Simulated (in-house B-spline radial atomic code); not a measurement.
# Nd³⁺: ionisation energy by several methods

Wanted: one ionisation energy, Nd³⁺ to configuration [Xe] 4f2, up the ladder of functionals.

The numbers are computed with in-house B-spline radial atomic code version 1 (Dirac-Coulomb, several functionals, exact exchange averaged over the configuration; spherical all-electron atom at the radial basis limit), except any that are marked as measured or tabulated.

## Step 1: Starting point

| Quantity | Value |
| --- | --- |
| element | neodymium (Z = 60) |
| charge | +3 |
| electrons | 57 |
| configuration | [Xe] 4f3 |
| nucleus | Fermi, rms radius 4.912 fm |

Outer shells as boxes (Hund's rule):

[Xe] 4f3
```
[Xe] core
4f [↑ ][↑ ][↑ ][  ][  ][  ][  ]
```

The boxes only draw the filling; these runs are spin-restricted and spherical.

## Step 2: B97-1, a global hybrid

Input settings:

```ini
Z = 60
electrons = 57.0
configuration = [Xe] 4f3
hamiltonian = dirac
method = b97_1
spin_polarised = False
nucleus = fermi
rms_radius = 4.9123
mass_number = 142
atomic_mass = 141.907728824
speed_of_light = 137.035999084
exact_exchange = averaged over the configuration
```

Started as:

```bash
$ python run_scf.py task.json out
```

task.json lists these runs, among others, and the program works through them in turn.

## Step 3: ωB97X, a range-separated hybrid

Settings: those of step 2 with these lines changed.

```diff
@@ -4,3 +4,3 @@
 hamiltonian = dirac
-method = b97_1
+method = wb97x
 spin_polarised = False
```

## Step 4: CAM-B3LYP, a range-separated hybrid

Settings: those of step 3 with these lines changed.

```diff
@@ -4,3 +4,3 @@
 hamiltonian = dirac
-method = wb97x
+method = camb3lyp
 spin_polarised = False
```

## Step 5: B3LYP, a global hybrid

Settings: those of step 4 with these lines changed.

```diff
@@ -4,3 +4,3 @@
 hamiltonian = dirac
-method = camb3lyp
+method = b3lyp
 spin_polarised = False
```

Before running: The tabulated ionisation energy is 40.6 ± 0.04 eV (semi-empirical; NIST Atomic Spectra Database). What does each method give, and which comes nearest?

The runs gave:

| method | rung | total energy (hartree) | ΔSCF (eV) | with Breit, QED, recoil (eV) | −ε highest (eV) | corrected ΔSCF less tabulated (eV) |
| --- | --- | --- | --- | --- | --- | --- |
| B97-1 | global hybrid | -9627.8813 | 39.583 | 39.714 | 32.737 (4f7/2) | -0.886 |
| B3LYP | global hybrid | -9628.2561 | 39.683 | 39.814 | 32.715 (4f7/2) | -0.786 |
| ωB97X | range-separated hybrid | -9628.4852 | 39.457 | 39.588 | 35.567 (4f7/2) | -1.012 |
| CAM-B3LYP | range-separated hybrid | -9628.6335 | 39.606 | 39.737 | 34.656 (4f7/2) | -0.863 |

What this shows: Against the tabulated ionisation energy, 40.6 ± 0.04 eV (semi-empirical; NIST Atomic Spectra Database), the best here is B3LYP (-0.786 eV) and the worst ωB97X (-1.012 eV, or 2.5 %). All methods miss on the same side by much the same amount, which points to something that they share. Open shells are averaged (over orientations, and over spins where the run is restricted), while tables refer to the lowest levels.
